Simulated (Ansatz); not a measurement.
# SiSnH6: a ladder of functionals and wavefunction methods

Aim: compute SiSnH6 with functionals from several rungs and with coupled cluster. The yardstick is the atomisation energy at the CCSD(T) limit.

Program: Ansatz 0.2.0, Gaussian basis. Level of theory: functionals in def2-TZVPP, the program's frozen cores in correlated methods. These are calculated values, not measurements.

The runs, in order: LDA (SPW92), PBE-D4, revPBE-D4, BLYP-D4, r2SCAN-D4, B97M-V, PBE0-D4, B3LYP-D4, r2SCANh-D4, r2SCAN0-D4, HSE06-D4, BHLYP-D4, CAM-B3LYP-D4, LC-ωPBE, ωB97X-V, ωB97M-V, B2PLYP, PBE-QIDH; CCSD(T)/def2-SVP; CCSD(T)/def2-TZVPP; MP2/def2-QZVPP; extrapolation to the limit; RPA on PBE.

### Step 1. The relaxed structure

All runs share one geometry, relaxed beforehand with PBE0-D4 in a triple-zeta def2 set. Sn takes the def2 core potential; no spin-orbit term is included.

8 atoms, charge 0, spin multiplicity 1.

Atoms are counted from 1 here; the program's logs count them from 0.

Bond lengths: Si1–Sn2 2.560 Å, Si1–H3 1.487 Å, Si1–H4 1.487 Å, Si1–H5 1.487 Å, Sn2–H6 1.708 Å, Sn2–H7 1.708 Å, Sn2–H8 1.708 Å. Angles: Sn2–Si1–H3 110.1°, Sn2–Si1–H4 110.2°, Sn2–Si1–H5 110.2°, H3–Si1–H4 108.8°, H3–Si1–H5 108.8°, H4–Si1–H5 108.8°, Si1–Sn2–H6 110.7°, Si1–Sn2–H7 110.8°, Si1–Sn2–H8 110.8°, H6–Sn2–H7 108.2°, H6–Sn2–H8 108.2°, H7–Sn2–H8 108.2°.

### Step 2. LDA

This LDA is Slater exchange with PW92 correlation.

Input file in.yaml:

```yaml
crystal:
  periodic: [false, false, false]
  atoms:
    - {symbol: Si, position_ang: [-0.621917, 0.121310, -1.152057]}
    - {symbol: Sn, position_ang: [0.611655, -0.129427, 1.077532]}
    - {symbol: H, position_ang: [-2.070424, 0.355213, -0.912454]}
    - {symbol: H, position_ang: [-0.465009, -1.111980, -1.967296]}
    - {symbol: H, position_ang: [-0.071565, 1.272367, -1.915268]}
    - {symbol: H, position_ang: [0.450385, 1.285868, 2.019251]}
    - {symbol: H, position_ang: [2.276165, -0.410721, 0.820464]}
    - {symbol: H, position_ang: [-0.017192, -1.439630, 1.974030]}
basis:
  gaussian: {orbitals: def2-TZVPP}
hamiltonian: {xc: lda}
output: {orbitals: {seedname: orbitals}}
```

The runs that follow: PBE-D4 (GGA); revPBE-D4 (GGA); BLYP-D4 (GGA); r2SCAN-D4 (meta-GGA); B97M-V (meta-GGA); PBE0-D4 (hybrid); B3LYP-D4 (hybrid); r2SCANh-D4 (hybrid); r2SCAN0-D4 (hybrid); HSE06-D4 (hybrid); BHLYP-D4 (hybrid); CAM-B3LYP-D4 (range-separated); LC-ωPBE-D4 (range-separated); ωB97X-V (range-separated); ωB97M-V (range-separated); B2PLYP (double hybrid); PBE-QIDH (double hybrid); CCSD(T) in def2-SVP; CCSD(T) in def2-TZVPP; MP2 in def2-QZVPP; RPA on PBE orbitals.

Q: Predict the results of all the runs planned. Wanted: atomisation energy, CCSD(T)/CBS; farthest beyond LDA; mean size of error, GGA; mean size of error, meta-GGA; mean size of error, hybrid; mean size of error, range-separated; mean size of error, double hybrid; gap, smallest and largest; T1 diagnostic.

**Answer**, as computed:

| quantity | value |
| --- | --- |
| atomisation energy, CCSD(T)/CBS | 482.4 kcal/mol |
| functionals within 4.8 kcal/mol (1.0 %) | CAM-B3LYP-D4, ωB97X-V, ωB97M-V |
| farthest beyond LDA | revPBE-D4 (-21.6 kcal/mol) |
| mean size of error, GGA | 16.8 kcal/mol |
| mean size of error, meta-GGA | 5.7 kcal/mol |
| mean size of error, hybrid | 9.2 kcal/mol |
| mean size of error, range-separated | 5.5 kcal/mol |
| mean size of error, double hybrid | 13.4 kcal/mol |
| gap, smallest and largest | 5.97 eV (LDA (SPW92)), 12.37 eV (LC-ωPBE) |
| T1 diagnostic | 0.0132 |
| triples share of the correlation energy | 2.7 % |

The LDA atomisation energy is off by 44.1 kcal/mol (9 %): it overbinds. PBE-D4 is off by -15.6 kcal/mol. Double hybrids carry the basis error of their MP2 part in triple zeta, and no dispersion term here, so their miss is partly the set-up's. By mean error the best rung here is range-separated (5.5 kcal/mol) and the worst beyond LDA is GGA (16.8 kcal/mol). The gap between the best rungs is small, so their order is not settled. Misses under about 4.8 kcal/mol are within the doubt on the reference itself, which lacks core-valence correlation, spin-orbit coupling and higher excitations, and its outer-core shells are covered unevenly. All levels share the lack of spin-orbit coupling, which lowers the free heavy atoms and so the true binding. Hartree-Fock recovers 74 % of the binding; the rest is correlation. CCSD(T) in def2-SVP is off by -35.3 kcal/mol, worse than the median functional, from the basis alone. The gap grows from 6.0 to 12.4 eV across the functionals, mostly with the share of exact exchange. Correlated methods include outer-core shells of Sn, which these sets cover unevenly.
